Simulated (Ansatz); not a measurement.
# ClH2O2Sn radical: one species, many methods

The task here is to estimate one member of a computed series from the others.

Computed with Ansatz 0.2.0, Gaussian basis. Level: functionals in def2-TZVPP, the program's frozen cores in correlated methods.

Plan: LDA (SPW92), PBE-D4, revPBE-D4, BLYP-D4, r2SCAN-D4, B97M-V, PBE0-D4, B3LYP-D4, r2SCANh-D4, r2SCAN0-D4, HSE06-D4, BHLYP-D4, CAM-B3LYP-D4, LC-ωPBE, ωB97X-V, ωB97M-V, B2PLYP, PBE-QIDH; CCSD(T)/def2-SVP; CCSD(T)/def2-TZVPP; MP2/def2-QZVPP; extrapolation to the limit; RPA on PBE.

## Structure used throughout

An earlier PBE0-D4 in a triple-zeta def2 set relaxation fixed the geometry. Sn takes the def2 core potential; no spin-orbit term is included.

SMILES `[OH][Sn]([OH])[Cl]`, 6 atoms, charge 0, spin multiplicity 2.

Atoms are counted from 1 here; the program's logs count them from 0.

Bond lengths: O1–Sn2 1.969 Å, O1–H5 0.962 Å, Sn2–O3 1.961 Å, Sn2–Cl4 2.349 Å, O3–H6 0.964 Å. Angles: Sn2–O1–H5 114.3°, O1–Sn2–O3 101.9°, O1–Sn2–Cl4 109.1°, O3–Sn2–Cl4 108.0°, Sn2–O3–H6 110.7°.

The first run:

in.yaml reads:

```yaml
crystal:
  periodic: [false, false, false]
  atoms:
    - {symbol: O, position_ang: [-0.447404, 1.400510, -0.158266]}
    - {symbol: Sn, position_ang: [0.371806, -0.318189, -0.659686]}
    - {symbol: O, position_ang: [1.256531, -0.847908, 1.007746]}
    - {symbol: Cl, position_ang: [-1.328157, -1.877091, -1.106581]}
    - {symbol: H, position_ang: [-1.182737, 1.666406, -0.718500]}
    - {symbol: H, position_ang: [1.372061, -0.087828, 1.589188]}
basis:
  gaussian: {orbitals: def2-TZVPP}
magnetization: {spin_polarized: true, initial_magnetization: 1}
hamiltonian: {xc: lda}
output: {orbitals: {seedname: orbitals}}
```

Launch:

```console
$ ansatz run in.yaml --threads 4 --pin off --events-out ev --progress --plain --max-ram 10444MiB
```

Steps of the session up to this table: LDA; PBE-D4 (GGA); revPBE-D4 (GGA); BLYP-D4 (GGA); r2SCAN-D4 (meta-GGA); B97M-V (meta-GGA); PBE0-D4 (hybrid); B3LYP-D4 (hybrid); r2SCANh-D4 (hybrid); r2SCAN0-D4 (hybrid); HSE06-D4 (hybrid); BHLYP-D4 (hybrid); CAM-B3LYP-D4 (range-separated); LC-ωPBE (range-separated); ωB97X-V (range-separated); ωB97M-V (range-separated); B2PLYP (double hybrid); PBE-QIDH (double hybrid).

One of the session's tables, all rows but one given; the rest of the session is left out.

It belongs to the step «Orbital energies across the functionals». 

```
  functional  HOMO (eV)  LUMO (eV)  gap (eV)
 LDA (SPW92)      -6.11      -5.49      0.62
      PBE-D4      -5.97      -5.13      0.84
   revPBE-D4      -5.91      -4.99      0.92
     BLYP-D4      -5.83      -5.12      0.71
   r2SCAN-D4          ?          ?         ?
      B97M-V      -6.16      -5.17      0.99
     PBE0-D4      -7.20      -4.33      2.87
    B3LYP-D4      -6.96      -4.69      2.27
  r2SCANh-D4      -6.83      -4.62      2.21
  r2SCAN0-D4      -7.51      -4.16      3.35
    HSE06-D4      -6.81      -4.70      2.11
    BHLYP-D4      -8.28      -3.57      4.71
CAM-B3LYP-D4      -8.47      -3.48      4.99
     LC-ωPBE      -9.77      -2.12      7.66
     ωB97X-V      -9.33      -2.46      6.88
     ωB97M-V      -9.27      -2.55      6.72
```

Q: Estimate the row for r2SCAN-D4 from the others.

Worked estimate for «HOMO (eV)». Against the share of exact exchange, r2SCANh-D4 (0.1, -6.83), r2SCAN0-D4 (0.25, -7.51) give a slope of -4.53 per unit share; at 0 the line stands at -6.38.

**Answer.** HOMO (eV): -6.37; LUMO (eV): -4.92; gap (eV): 1.45. In «HOMO (eV)» the line misses by -0.01.
